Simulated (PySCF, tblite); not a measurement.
# C₅H₁₀O₂Si₂: geometry, infrared bands and NMR shifts

What infrared bands and NMR shifts should C₅H₁₀O₂Si₂ (`C=CO/C([SiH3])=C(/[SiH3])C=O`) show?

Computed with tblite 0.8.0 and PySCF 2.14.0, with density-fitted response routines of our own, on a single molecule in the gas phase. Atoms are numbered from 0 throughout.

## (1) The starting structure

19 atoms, charge 0, multiplicity 1; geometry from: force field or distance geometry start.

Bonds of the start (Å): C0–C1 1.34, C1–O2 1.36, O2–C3 1.40, C3–Si4 1.88, C3–C5 1.37, C5–Si6 1.85, C5–C7 1.49, C7–O8 1.23, C0–H9 1.08, C0–H10 1.08, C1–H11 1.09, Si4–H12 1.48, Si4–H13 1.47, Si4–H14 1.49, Si6–H15 1.49, Si6–H16 1.48, Si6–H17 1.49, C7–H18 1.10.

## (2) Geometry optimisation with GFN2-xTB

The job: settings as JSON, then the geometry in Å.

```
{"job": {"kind": "relax", "xc": "GFN2-xTB", "basis": "xTB"}, "charge": 0, "multiplicity": 1}
C      3.460900    -0.099600    -0.395700
C      2.191900     0.018400     0.031800
O      1.165200     0.301400    -0.807000
C     -0.123900     0.435500    -0.270800
Si    -0.577100     2.217100     0.132900
C     -0.938200    -0.652500    -0.122100
Si    -2.649900    -0.727800     0.562600
C     -0.413000    -1.974300    -0.580800
O     -0.981700    -3.048100    -0.371300
H      3.690500     0.043000    -1.438700
H      4.258600    -0.331500     0.286900
H      1.917500    -0.125400     1.081100
H      0.544000     3.128300    -0.201500
H     -0.873000     2.333300     1.572400
H     -1.778000     2.612000    -0.659800
H     -3.153100     0.633900     0.890400
H     -3.597400    -1.301300    -0.418200
H     -2.678700    -1.489900     1.845200
H      0.525700    -1.963200    -1.144900
```

Launch:

```console
$ OMP_NUM_THREADS=1 python probes_run.py task.json out
```

The driver reads the jobs from task.json and runs them one after another.

**Question.** This job is followed by: GFN2-xTB harmonic vibrations, gas phase; GIAO PBE0/pcSseg-1 NMR shielding, non-relativistic, gas phase. Predict these results of the whole session: strongest single infrared mode (GFN2-xTB); zero-point energy (GFN2-xTB); ¹³C shifts against TMS (PBE0/pcSseg-1); ¹H shifts against TMS (PBE0/pcSseg-1, means over atoms taken as alike); ¹⁷O shifts against H2O (PBE0/pcSseg-1); ²⁹Si shifts against TMS (PBE0/pcSseg-1).

As calculated:

```
                                                              quantity                                    value
                             strongest single infrared mode (GFN2-xTB)                    2298 cm⁻¹, 510 km/mol
                                          zero-point energy (GFN2-xTB)                            77.9 kcal/mol
                                ¹³C shifts against TMS (PBE0/pcSseg-1)    196.3, 186.6, 161.0, 130.1, 101.5 ppm
¹H shifts against TMS (PBE0/pcSseg-1, means over atoms taken as alike)  10.55, 6.92, 5.29, 4.82, 4.35, 4.18 ppm
                                ¹⁷O shifts against H2O (PBE0/pcSseg-1)                         662.8, 262.8 ppm
                               ²⁹Si shifts against TMS (PBE0/pcSseg-1)                         -70.9, -81.2 ppm
```

**Reading.** The optimisation took 82 steps and gained 0.398 eV; among the close pairs (by a distance rule), C5–C7 changed most, from 1.494 to 1.442 Å. No mode is imaginary among the 51: a minimum at this level. The strongest single mode, at 2298 cm⁻¹, moves mainly H16. GFN2-xTB is a fitted tight-binding method: band positions and strengths are rough. Its intensities can rank the bands wrongly. C7 (aldehyde carbonyl carbon) lies farthest downfield among carbon, at 196.3 ppm; the double bond to the heteroatom, with no lone-pair donor beside it, deshields it most. H18 (hydrogen on an aldehyde carbonyl carbon) lies farthest downfield among hydrogen, at 10.55 ppm; deshielded by the polar, anisotropic C=O bond. At PBE0/pcSseg-1: Shielding is most anisotropic at O8 (span 1303 ppm, paramagnetic term -725 ppm).
